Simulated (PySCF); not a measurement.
# Cl4Sn: the cost of one run

Program: PySCF 2.14.0. Level of theory: levels as typed in each script, gas phase, geometry from GFN2-xTB. These are calculated values, not measurements.

### Step 1. The system as given

SMILES `Cl[Sn](Cl)(Cl)Cl`, 5 atoms, charge 0, spin multiplicity 1.

Bond lengths: Cl1–Sn2 2.317 Å, Sn2–Cl3 2.317 Å, Sn2–Cl4 2.316 Å, Sn2–Cl5 2.316 Å. Angles: Cl1–Sn2–Cl3 109.5°, Cl1–Sn2–Cl4 109.5°, Cl1–Sn2–Cl5 109.5°, Cl3–Sn2–Cl4 109.5°, Cl3–Sn2–Cl5 109.5°, Cl4–Sn2–Cl5 109.5°.

Coordinates:

```xyz
5

Cl    1.84825   -1.33734    0.40273
Sn    0.00005   -0.00006   -0.00007
Cl   -1.84829   -1.33738   -0.40259
Cl    0.40272    1.33743   -1.84778
Cl   -0.40280    1.33748    1.84784
```

### Step 2. Density, bond paths and surface potential (BP86/def2-tzvp)

The input, input.py:

```python
import numpy as np
from pyscf import gto, scf, dft
from pyscf.scf import atom_ks, atom_hf
from scipy.linalg import block_diag

def solve(mol, dm0=None, hcore=None):
    mf = (dft.UKS if mol.spin else dft.RKS)(mol, xc='bp86')
    mf.grids.level = 3
    mf = mf.density_fit(auxbasis='def2-universal-jkfit')
    mf.conv_tol, mf.max_cycle = 1e-8, 80
    if hcore is not None:
        mf.get_hcore = lambda *args: hcore
    mf.kernel(dm0)
    if not mf.converged:
        mf = mf.newton().run(mf.mo_coeff, mf.mo_occ, max_cycle=30)
    assert mf.converged, 'SCF not converged'
    return mf

mol = gto.M(atom='''
Cl     1.84825    -1.33734     0.40273
Sn     0.00005    -0.00006    -0.00007
Cl    -1.84829    -1.33738    -0.40259
Cl     0.40272     1.33743    -1.84778
Cl    -0.40280     1.33748     1.84784
''', basis='def2-tzvp', ecp={'Sn': 'def2-tzvp'}, charge=0, spin=0, verbose=4)
mf = solve(mol)
mf.analyze()
# spherically averaged free atoms, for the promolecule
atom_ks.AtomSphAverageRKS.init_guess_by_vsap = lambda self, mol=None: self.init_guess_by_minao(mol)  # core potentials
atm = atom_ks.get_atm_nrks(mol, xc='bp86')
pro = block_diag(*[(atm[a[0]][2] * atm[a[0]][3]) @ atm[a[0]][2].T for a in mol._atom])
np.savez('result.npz', e=mf.e_tot, c=mf.mo_coeff, occ=mf.mo_occ, eps=mf.mo_energy, pro=pro, dip=mf.dip_moment(verbose=0), s2=mf.spin_square()[0])
```

Started as:

```console
OMP_NUM_THREADS=1 python input.py
```

**Question.** How long does this run take on 1 thread of Intel Xeon Platinum 8259CL at 2.50GHz (Skylake/Cascade Lake), shared host, and how much memory does it need?

About 52 s, with a peak of 0.66 GiB.
